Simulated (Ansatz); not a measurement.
Runs of Ansatz 0.2.0 on NiMoIrPdW. The structure is tetragonal, space group I4mm (No. 107). The conventional cell has a = 2.740 Å, b = 2.740 Å, c = 19.433 Å, α = 90.00°, β = 90.00°, γ = 90.00°. Ni (site symmetry 4mm) has 4 Mo at 2.60 Å and 4 Pd at 2.67 Å and 4 Ni at 2.74 Å as nearest neighbours. Mo (site symmetry 4mm) is surrounded by 4 Ni at 2.60 Å and 4 Mo at 2.74 Å and 4 W at 2.94 Å. Pd (site symmetry 4mm) has 4 Ni at 2.67 Å and 4 Pd at 2.74 Å and 4 Ir at 2.83 Å as nearest neighbours. Around Ir (site symmetry 4mm) lie 4 W at 2.69 Å and 4 Ir at 2.74 Å and 4 Pd at 2.83 Å. W (site symmetry 4mm) is surrounded by 4 Ir at 2.69 Å and 4 W at 2.74 Å and 4 Mo at 2.94 Å. The cell was built by a generator and needn't be a form met in nature.

```csv
task,level,cell,k mesh,points for each segment of the path,gap on the mesh (eV),pressure (GPa),moment (μB),relaxed volume (Å³/atom),largest force (eV/Å)
band structure,PBE,as given,13 × 13 × 13,14,none,0.0,0.00,-,0.03
band structure,BLYP,as given,13 × 13 × 13,14,none,11.2,0.00,-,0.21
relaxation of cell and atoms,LDA,relaxed,10 × 10 × 10,-,none,0.0,0.00,13.76,-
relaxation of cell and atoms,BLYP,relaxed,10 × 10 × 10,-,none,0.0,0.00,15.30,0.01
band structure,LDA,as given,13 × 13 × 13,14,none,(b),0.00,-,(a)
```

Alike in all rows: potentials or basis Ansatz PAW; spin collinear, ferromagnetic start; cutoff (eV) 420; smearing fermi-dirac 0.05 eV.

Fill in the values left out.

(a) 0.26; (b) -14.7.

Caveats: the starting moments weren't kept; the PAW data sets come from PBE, with cores solved anew for the run's functional, which leaves a small shift of forces and pressure (some runs); spin-orbit coupling is left out, which moves the levels of the heavy elements (some runs); the plane-wave basis is chosen anew once the cell has moved, so the energies of steps on either side of that aren't comparable (some runs).

A k mesh can miss the band edges, and the runs leave out spin-orbit coupling on Ir, Mo, Pd, W.

A gap of «none» marks a metal or a gap under the smearing width.
